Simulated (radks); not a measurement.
# Excited configurations of Kr¹¹⁺

One table from this session's results is given with a row withheld; the runs are named, their logs left out.

The numbers are computed with radks (a radial shooting solver on a logarithmic mesh, Libxc functionals) version 1 (Dirac Kohn-Sham, PBE, spin-unpolarised, spherical densities, point nucleus; open shells fill j = l - 1/2 first), except any that are marked as measured or tabulated.

## What is computed

```
element       : krypton (Z = 36)
charge        : +11
electrons     : 25
configuration : [Ar] 3d7
```

Set-up of the first run:

The run's settings:

```text
Z 36
configuration [Ar] 3d7
relativity Dirac
functional pbe,pbe
spin unpolarised
j_filling energy
nucleus point
c 137.035999084
```

Steps of the session up to this table: Ground configuration: [Ar] 3d7.

One table of the session follows, with a row left open; its other results are not shown here.

It belongs to the step «Ground configuration: [Ar] 3d7». Radial moments (bohr):

| level | <r> | outermost maximum (interpolated) | 90 % within | nodes |
| --- | --- | --- | --- | --- |
| 2s1/2 | 0.1830 | 0.154 | 0.283 | 1 |
| 2p1/2 | 0.1571 | 0.121 | 0.257 | 0 |
| 2p3/2 | 0.1611 | 0.124 | 0.262 | 0 |
| 3s1/2 | 0.5114 | 0.459 | 0.754 | 2 |
| 3p1/2 | 0.5080 | 0.447 | 0.766 | 1 |
| 3p3/2 | ? | ? | ? | ? |
| 3d3/2 | 0.4954 | 0.390 | 0.788 | 0 |
| 3d5/2 | 0.4981 | 0.392 | 0.792 | 0 |

**Question.** Estimate the row for 3p3/2.

The run gave: <r>: 0.5167; outermost maximum (interpolated): 0.455; 90 % within: 0.779; nodes: 1. In the column «<r>» it is the highest.

Limits of these values: Spin polarisation and multiplet splitting are left out, so open shells lie too high by an amount that depends on their filling.
